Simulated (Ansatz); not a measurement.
# C2H6Ge: taking an electron away

Aim: the vertical ionisation energy of C2H6Ge, as cation minus neutral at the neutral's geometry, on several levels, and how well −ε(HOMO) stands in for it.

Method: unrestricted cation, the program's frozen cores in correlated methods; program: Ansatz 0.2.0, Gaussian basis.

Plan: UKS PBE-D4/def2-TZVPP; UKS r2SCAN-D4/def2-TZVPP; UKS PBE0-D4/def2-TZVPP; UKS B3LYP-D4/def2-TZVPP; UKS wB97X-V/def2-TZVPP; UKS wB97M-V/def2-TZVPP; UKS B2PLYP/def2-TZVPP; UHF-CCSD(T)/def2-TZVPP; UHF-MP2/def2-QZVPP; extrapolation to the limit; then −ε(HOMO) from the neutral's earlier runs with LDA (SPW92), PBE-D4, revPBE-D4, BLYP-D4, r2SCAN-D4, B97M-V, PBE0-D4, B3LYP-D4, r2SCANh-D4, r2SCAN0-D4, HSE06-D4, BHLYP-D4, CAM-B3LYP-D4, LC-ωPBE, ωB97X-V, ωB97M-V.

## 1. The geometry

All runs share one geometry, relaxed beforehand with PBE0-D4/def2-TZVP.

9 atoms, charge 0, spin multiplicity 1.

Atoms are counted from 1 here; the program's logs count them from 0.

Bond lengths: C1–C2 1.327 Å, C1–H4 1.086 Å, C1–H5 1.087 Å, C2–Ge3 1.938 Å, C2–H6 1.088 Å, Ge3–H7 1.539 Å, Ge3–H8 1.538 Å, Ge3–H9 1.539 Å. Angles: C2–C1–H4 122.0°, C2–C1–H5 121.9°, H4–C1–H5 116.1°, C1–C2–Ge3 123.1°, C1–C2–H6 118.8°, Ge3–C2–H6 118.1°, C2–Ge3–H7 110.6°, C2–Ge3–H8 108.6°, C2–Ge3–H9 110.6°, H7–Ge3–H8 109.5°, H7–Ge3–H9 108.0°, H8–Ge3–H9 109.5°.

## 2. Cation, UKS PBE-D4/def2-TZVPP

File in.yaml:

```yaml
crystal:
  periodic: [false, false, false]
  atoms:
    - {symbol: C, position_ang: [-0.771401, 0.825445, -1.091141]}
    - {symbol: C, position_ang: [0.063860, 0.755049, -0.061888]}
    - {symbol: Ge, position_ang: [0.543391, -0.913917, 0.798726]}
    - {symbol: H, position_ang: [-1.239228, -0.059102, -1.514401]}
    - {symbol: H, position_ang: [-1.026998, 1.772127, -1.559635]}
    - {symbol: H, position_ang: [0.503131, 1.673927, 0.320650]}
    - {symbol: H, position_ang: [2.061773, -1.150765, 0.712597]}
    - {symbol: H, position_ang: [-0.196937, -2.060911, 0.091120]}
    - {symbol: H, position_ang: [0.150911, -0.888253, 2.286772]}
basis:
  gaussian: {orbitals: def2-TZVPP}
total_charge: 1
magnetization: {spin_polarized: true, initial_magnetization: 1}
hamiltonian: {xc: pbe, dispersion: d4}
```

Command:

```console
$ ansatz run in.yaml --threads 2 --pin off --events-out ev --progress --plain --max-ram 31744MiB --backend cpu
```

After this run come: Cation, UKS r2SCAN-D4/def2-TZVPP; Cation, UKS PBE0-D4/def2-TZVPP; Cation, UKS B3LYP-D4/def2-TZVPP; Cation, UKS wB97X-V/def2-TZVPP; Cation, UKS wB97M-V/def2-TZVPP; Cation, UKS B2PLYP (frozen core)/def2-TZVPP; Cation, UHF-CCSD(T)/def2-TZVPP; Cation, UHF-MP2/def2-QZVPP.

Q: Predict the results of all the runs planned. Wanted: ionisation energy, CCSD(T)/CBS; nearest functional by difference; nearest −ε(HOMO); −ε(HOMO) of PBE; T1 of the cation.

**Answer**, as computed:

| quantity | value |
| --- | --- |
| ionisation energy, CCSD(T)/CBS | 10.45 eV |
| nearest functional by difference | ωB97X-V (-0.25 eV) |
| nearest −ε(HOMO) | ωB97X-V (-0.17 eV) |
| −ε(HOMO) of PBE | 6.82 eV |
| T1 of the cation | 0.024 |

What this shows: By cation minus neutral, the functionals miss by 0.50 eV at most. −ε(HOMO) of PBE misses by 3.6 eV, since self-interaction lifts the level. Among orbital estimates ωB97X-V comes nearest. Hartree-Fock falls 1.65 eV short, as the neutral has more correlation energy than the cation. Correlated methods include outer-core shells of Ge, which these sets cover unevenly. With outer-core shells in play the reference is unsure by up to some tenths of an eV, so close misses can't be ranked.
